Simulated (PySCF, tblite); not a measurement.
# C₅H₇FO₃: a rotation path, then NMR shifts on frames, part 1 of 2

How do NMR shifts of C₅H₇FO₃ (`O=C(O)[C@@]1(F)CCOC1`) change as the atoms move?

Programs: tblite 0.8.0 and PySCF 2.14.0, with density-fitted response routines of our own. Each step states its level of theory. These are calculated values for one molecule in the gas phase, unless marked as measured. Atoms are numbered from 0 throughout.

**1. The starting structure**

16 atoms, charge 0, multiplicity 1; geometry from: GFN2-xTB.

Bonds of the start (Å): O0–C1 1.20, C1–O2 1.33, C1–C3 1.53, C3–F4 1.38, C3–C5 1.53, C5–C6 1.53, C6–O7 1.41, O7–C8 1.40, C8–C3 1.55, O2–H9 0.97, C5–H10 1.09, C5–H11 1.09, C6–H12 1.10, C6–H13 1.09, C8–H14 1.09, C8–H15 1.10.

**2. The rotation path with GFN2-xTB**

The job: settings as JSON, then the geometry in Å.

```
{"job": {"kind": "neb", "xc": "GFN2-xTB", "basis": "xTB", "atoms": [2, 1, 3, 8], "turn": 120}, "charge": 0, "multiplicity": 1}
O      2.041179    -1.154196     0.571982
C      1.730452    -0.214926    -0.106573
O      2.593804     0.674883    -0.580508
C      0.293485     0.131844    -0.487319
F      0.293027     0.634500    -1.775059
C     -0.671464    -1.048751    -0.353899
C     -1.853832    -0.436699     0.406798
O     -1.280181     0.553361     1.235394
C     -0.295986     1.198057     0.477523
H      3.503282     0.442353    -0.331151
H     -0.947800    -1.439500    -1.330134
H     -0.190886    -1.830487     0.234392
H     -2.565464     0.021444    -0.294967
H     -2.376030    -1.144558     1.048595
H      0.441108     1.621651     1.161140
H     -0.722293     1.999968    -0.142858
```

Level: GFN2-xTB climbing-image nudged elastic band, gas phase.

On the command line:

```sh
$ OMP_NUM_THREADS=1 python probes_run.py task.json out
```

This one command runs all jobs of the session in turn.

Standard output:

```text
image   E - E0 / eV
  0      -0.0000
  1       0.0115
  2       0.0394
  3       0.0712
  4       0.0907
  5       0.0896
  6       0.0750
  7       0.0566
  8       0.0433
```

It took 5.7 s on 1 thread of Arm Neoverse N1, shared host; peak memory 0.19 GiB.

The final band, with the dihedral O2–C1–C3–C8:

```tsv
image	dihedral (°)	energy (eV)	energy (kcal/mol)
0	-82	0.000	0.0
1	-62	0.012	0.3
2	-43	0.039	0.9
3	-25	0.071	1.6
4	-6	0.091	2.1
5	12	0.090	2.1
6	31	0.075	1.7
7	51	0.057	1.3
8	69	0.043	1.0
```

**3. Nuclear shieldings: image 0, PBE0/pcSseg-1**

The job: settings as JSON, then the geometry in Å.

```
{"job": {"kind": "nmr", "xc": "PBE0", "basis": "pcSseg-1", "pop": false}, "charge": 0, "multiplicity": 1}
O      2.041200    -1.154200     0.572000
C      1.730500    -0.214900    -0.106600
O      2.593800     0.674900    -0.580500
C      0.293500     0.131800    -0.487300
F      0.293000     0.634500    -1.775100
C     -0.671500    -1.048800    -0.353900
C     -1.853800    -0.436700     0.406800
O     -1.280200     0.553400     1.235400
C     -0.296000     1.198100     0.477500
H      3.503300     0.442400    -0.331200
H     -0.947800    -1.439500    -1.330100
H     -0.190900    -1.830500     0.234400
H     -2.565500     0.021400    -0.295000
H     -2.376000    -1.144600     1.048600
H      0.441100     1.621700     1.161100
H     -0.722300     2.000000    -0.142900
```

With the program's defaults for keys left out, this is: GIAO PBE0/pcSseg-1 NMR shielding, non-relativistic, gas phase.

Standard output:

```text
coarse grid: 14120 points
cycle   1  E = -519.3352807944  dE =  1.632e+00  |g| = 1.125e+00  |ddm| = 3.573e+00
cycle   2  E = -518.8695036648  dE =  4.658e-01  |g| = 1.972e+00  |ddm| = 2.184e+00
cycle   3  E = -519.5435267867  dE = -6.740e-01  |g| = 3.017e-01  |ddm| = 1.567e+00
cycle   4  E = -519.5584827568  dE = -1.496e-02  |g| = 1.112e-01  |ddm| = 2.587e-01
cycle   5  E = -519.5604679427  dE = -1.985e-03  |g| = 2.398e-02  |ddm| = 7.403e-02
cycle   6  E = -519.5605893324  dE = -1.214e-04  |g| = 6.637e-03  |ddm| = 2.398e-02
cycle   7  E = -519.5605974900  dE = -8.158e-06  |g| = 1.777e-03  |ddm| = 5.197e-03
final grid: 138872 points
cycle   8  E = -519.6518426596  dE = -2.883e-05  |g| = 1.515e-02  |ddm| = 2.865e-02
cycle   9  E = -519.6517739887  dE =  6.867e-05  |g| = 2.488e-02  |ddm| = 2.525e-02
cycle  10  E = -519.6518824548  dE = -1.085e-04  |g| = 2.651e-03  |ddm| = 1.650e-02
cycle  11  E = -519.6518837534  dE = -1.299e-06  |g| = 4.521e-04  |ddm| = 1.872e-03
cycle  12  E = -519.6518837830  dE = -2.956e-08  |g| = 1.882e-04  |ddm| = 4.635e-04
cycle  13  E = -519.6518837902  dE = -7.249e-09  |g| = 2.390e-05  |ddm| = 1.607e-04
cycle  14  E = -519.6518837904  dE = -1.152e-10  |g| = 4.260e-06  |ddm| = 2.646e-05
converged SCF energy = -519.6518837904

GIAO shielding tensors (ppm)
atom      isotropic    diamagn.    paramagn.     s11        s22        s33       span
  0 O      -95.511     402.491    -498.002   -335.016   -228.940    277.422    612.438
  1 C        9.841     251.288    -241.447    -89.560     43.467     75.615    165.175
  2 O      134.487     389.353    -254.865    -16.810    177.161    243.111    259.921
  3 C       81.850     244.926    -163.076     51.989     81.179    112.382     60.393
  4 F      355.463     474.080    -118.618    330.059    342.306    394.024     63.965
  5 C      146.105     249.122    -103.017    121.067    147.355    169.892     48.825
  6 C      114.636     246.116    -131.480     71.829    103.902    168.177     96.348
  7 O      268.973     396.165    -127.192    183.565    260.601    362.753    179.188
  8 C      103.247     245.639    -142.391     64.852    101.016    143.874     79.022
  9 H       25.227      28.804      -3.577     19.559     22.084     34.038     14.479
 10 H       29.579      30.030      -0.451     25.908     27.460     35.371      9.463
 11 H       28.541      30.678      -2.136     23.581     27.949     34.094     10.513
 12 H       27.671      29.166      -1.495     22.955     26.481     33.578     10.623
 13 H       27.386      28.320      -0.934     23.185     25.649     33.322     10.138
 14 H       27.234      29.306      -2.072     23.159     27.554     30.990      7.830
 15 H       27.574      29.519      -1.945     22.843     27.758     32.121      9.278
```

It took 49 s on 1 thread of Arm Neoverse N1, shared host; peak memory 0.84 GiB.

Shifts follow as δ = σ(reference) − σ, with reference shieldings (ppm) from runs at the same level and on the same kind of geometry: ¹H TMS 31.72, ¹³C TMS 186.9, ¹⁹F CFCl3 170.9, ¹⁷O H2O 336.1. The references are single molecules in the gas phase, so shifts against H2O, NH3, PH3, H3PO4 or CFCl3 are not on the usual liquid scales and can be off by tens of ppm. Each atom is listed at this fixed geometry, with no averaging over motion; a spectrum would average atoms that exchange fast.

```tsv
atoms	environment	σ (ppm)	δ (ppm)
C1	carboxylic acid carbon	9.8	177.1
C3	fully substituted sp3 carbon bonded to F, α to a carbonyl	81.8	105.1
C8	sp3 CH2 bonded to O	103.2	83.7
C6	sp3 CH2 bonded to O	114.6	72.3
C5	sp3 CH2 in a ring	146.1	40.8
H9	hydrogen on an acid hydroxyl oxygen	25.23	6.49
H14	hydrogen on an sp3 CH2 bonded to O	27.23	4.48
H13	hydrogen on an sp3 CH2 bonded to O	27.39	4.33
H15	hydrogen on an sp3 CH2 bonded to O	27.57	4.14
H12	hydrogen on an sp3 CH2 bonded to O	27.67	4.05
H11	hydrogen on an sp3 CH2 in a ring	28.54	3.18
H10	hydrogen on an sp3 CH2 in a ring	29.58	2.14
O0	carbonyl oxygen	-95.5	431.6
O2	acid hydroxyl oxygen	134.5	201.6
O7	ether oxygen	269.0	67.1
F4	fluorine on an sp3 carbon	355.5	-184.5
```

Ring of atoms C3, C5, C6, O7, C8: NICS(0) -6.6, NICS(1) -3.4, NICS(1)zz -5.0 ppm (means of both faces; NICS(1) differs between them: -4.5 and -2.4).

**4. NMR shieldings: image 2, PBE0/pcSseg-1**

The job: settings as JSON, then the geometry in Å.

```
{"job": {"kind": "nmr", "xc": "PBE0", "basis": "pcSseg-1", "pop": false}, "charge": 0, "multiplicity": 1}
O      2.165600    -1.389600    -0.165100
C      1.741500    -0.271800    -0.232100
O      2.485900     0.813700    -0.051200
C      0.281900     0.092300    -0.533200
F      0.254800     0.509900    -1.856800
C     -0.691100    -1.069000    -0.307000
C     -1.829700    -0.399500     0.472000
O     -1.208200     0.623300     1.221600
C     -0.267300     1.221100     0.371000
H      3.410600     0.574200     0.125600
H     -1.016100    -1.498500    -1.251200
H     -0.202000    -1.839400     0.288000
H     -2.561400     0.036300    -0.223200
H     -2.334700    -1.062900     1.171700
H      0.499400     1.695400     0.982300
H     -0.736700     1.973600    -0.279100
```

Level: GIAO PBE0/pcSseg-1 NMR shielding, non-relativistic, gas phase.

Standard output:

```text
coarse grid: 14120 points
cycle   1  E = -519.3331980558  dE =  1.627e+00  |g| = 1.120e+00  |ddm| = 3.569e+00
cycle   2  E = -518.8698366014  dE =  4.634e-01  |g| = 1.966e+00  |ddm| = 2.153e+00
cycle   3  E = -519.5395300586  dE = -6.697e-01  |g| = 3.053e-01  |ddm| = 1.551e+00
cycle   4  E = -519.5548438682  dE = -1.531e-02  |g| = 1.117e-01  |ddm| = 2.565e-01
cycle   5  E = -519.5568539136  dE = -2.010e-03  |g| = 2.387e-02  |ddm| = 7.458e-02
cycle   6  E = -519.5569746495  dE = -1.207e-04  |g| = 6.549e-03  |ddm| = 2.400e-02
cycle   7  E = -519.5569826445  dE = -7.995e-06  |g| = 1.744e-03  |ddm| = 5.089e-03
final grid: 138872 points
cycle   8  E = -519.6489460454  dE = -2.628e-05  |g| = 1.557e-02  |ddm| = 2.881e-02
cycle   9  E = -519.6488711527  dE =  7.489e-05  |g| = 2.585e-02  |ddm| = 2.632e-02
cycle  10  E = -519.6489878975  dE = -1.167e-04  |g| = 2.855e-03  |ddm| = 1.716e-02
cycle  11  E = -519.6489893969  dE = -1.499e-06  |g| = 4.520e-04  |ddm| = 1.937e-03
cycle  12  E = -519.6489894270  dE = -3.014e-08  |g| = 1.817e-04  |ddm| = 4.652e-04
cycle  13  E = -519.6489894339  dE = -6.868e-09  |g| = 2.279e-05  |ddm| = 1.601e-04
cycle  14  E = -519.6489894340  dE = -1.005e-10  |g| = 4.965e-06  |ddm| = 2.437e-05
converged SCF energy = -519.6489894340

GIAO shielding tensors (ppm)
atom      isotropic    diamagn.    paramagn.     s11        s22        s33       span
  0 O     -108.499     401.439    -509.938   -351.260   -253.925    279.688    630.947
  1 C       12.433     250.106    -237.673    -90.410     52.707     75.003    165.412
  2 O      131.070     390.968    -259.898    -15.826    164.477    244.558    260.384
  3 C       81.086     243.799    -162.713     50.327     87.780    105.150     54.823
  4 F      352.436     474.116    -121.680    331.775    335.305    390.226     58.451
  5 C      146.546     249.341    -102.795    122.329    149.690    167.619     45.290
  6 C      114.755     246.003    -131.247     71.915    103.768    168.583     96.668
  7 O      273.267     396.207    -122.940    187.363    267.574    364.864    177.501
  8 C      104.912     245.951    -141.038     69.538     99.672    145.528     75.990
  9 H       25.263      28.899      -3.636     19.918     21.989     33.883     13.965
 10 H       29.482      30.130      -0.648     26.095     27.183     35.169      9.073
 11 H       28.885      30.996      -2.111     23.727     28.659     34.268     10.541
 12 H       27.724      29.162      -1.438     22.840     26.765     33.567     10.728
 13 H       27.446      28.396      -0.949     23.057     25.860     33.422     10.365
 14 H       26.747      29.513      -2.766     22.361     26.803     31.076      8.715
 15 H       27.619      29.561      -1.942     23.259     27.641     31.957      8.698
```

Run time: 51 s. Hardware: 1 thread of Arm Neoverse N1, shared host; peak memory 0.86 GiB.

This run: δ C1 174.5, C3 105.8, C8 82.0, C6 72.2, H9 6.45, H14 4.97 ppm.

(Continued in part 2 of 2.)
